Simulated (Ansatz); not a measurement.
# B₂GeH+ (quintet): wave-function methods side by side, cc-pVDZ

An exercise on one series of results from a longer session: the logs are not shown, and one member is left open.

Computed with Ansatz 0.2.0, Gaussian basis. Level: cc-pVDZ, core rule «outside noble gas», up to 16 orbitals frozen.

To be run: UHF; CCSD(T) on ROHF; CCSD(T) on UHF; BCCD(T) on ROHF; CISD; CCSDT(Q) on ROHF; CCSDT(Q) on UHF.

33 further runs of the same task are left out: 22 that didn't finish, 11 set aside as unsound or not needed.

## What is computed

The geometry is a PBE0/def2-TZVP stationary point (not a proven minimum) of the parent state, kept for this charge and spin. No spin-orbit coupling is included. The filled d shell of Ge may be among the frozen orbitals whatever the setting's name suggests; the logs give the count.

4 atoms, charge 1, spin multiplicity 5.

Atoms are counted from 1 here; the program's logs count them from 0.

Bond lengths: B1–Ge2 2.121 Å, B1–B3 1.683 Å, Ge2–B3 2.022 Å, B3–H4 1.189 Å. Angles: Ge2–B1–B3 63.0°, B1–Ge2–B3 47.9°, B1–B3–Ge2 69.2°, B1–B3–H4 135.9°, Ge2–B3–H4 150.2°.

Coordinates:

```
B     0.0134   -1.0596   -1.3555
Ge    0.0042    0.0462    0.4549
B    -0.0575    0.6170   -1.4835
H     0.1718    1.4195   -2.3301
```

Set-up of the first run:

in.yaml reads:

```yaml
crystal:
  periodic: [false, false, false]
  atoms:
    - {symbol: B, position_ang: [0.013443, -1.059555, -1.355486]}
    - {symbol: Ge, position_ang: [0.004178, 0.046165, 0.454861]}
    - {symbol: B, position_ang: [-0.057533, 0.617024, -1.483527]}
    - {symbol: H, position_ang: [0.171821, 1.419494, -2.330052]}
basis:
  gaussian: {orbitals: cc-pVDZ}
total_charge: 1
magnetization: {spin_polarized: true, initial_magnetization: 4}
hamiltonian: {xc: hf}
output: {orbitals: {seedname: orbitals}}
```

Command:

```bash
ansatz run in.yaml --threads 1 --pin off --events-out ev --progress --plain --max-ram 2393MiB
```

Among the steps run: UHF; CCSD(T) on ROHF; CCSD(T) on UHF; BCCD(T) on ROHF; CISD; CCSDT(Q) on ROHF; CCSDT(Q) on UHF.

One of the session's tables, all rows but one given; the rest of the session is left out.

It belongs to the step «Misses and costs». 

```
   method  from UCCSDT(Q) (meV)
     ROHF               +5647.3
      UHF               +5543.2
     RMP2               +1259.7
     UMP2               +1271.3
     CISD                +636.3
    RCCSD                +307.0
    UCCSD                +295.8
 RCCSD(T)                 +72.2
 UCCSD(T)                 +64.3
  BCCD(T)                 +70.1
   RCCSDT                     ?
   UCCSDT                 +16.6
RCCSDT(Q)                  +8.7
UCCSDT(Q)                     0
```

Estimate the missing values for RCCSDT.

As computed: from UCCSDT(Q) (meV): +25.0. In the column «from UCCSDT(Q) (meV)» it lies between UCCSDT (+16.6) and UCCSD(T) (+64.3).

Limits of these values: Restricted and unrestricted rows rest on different reference determinants; where their highest levels disagree by more than a few hundredths of an eV, they describe different states and don't form one ladder.
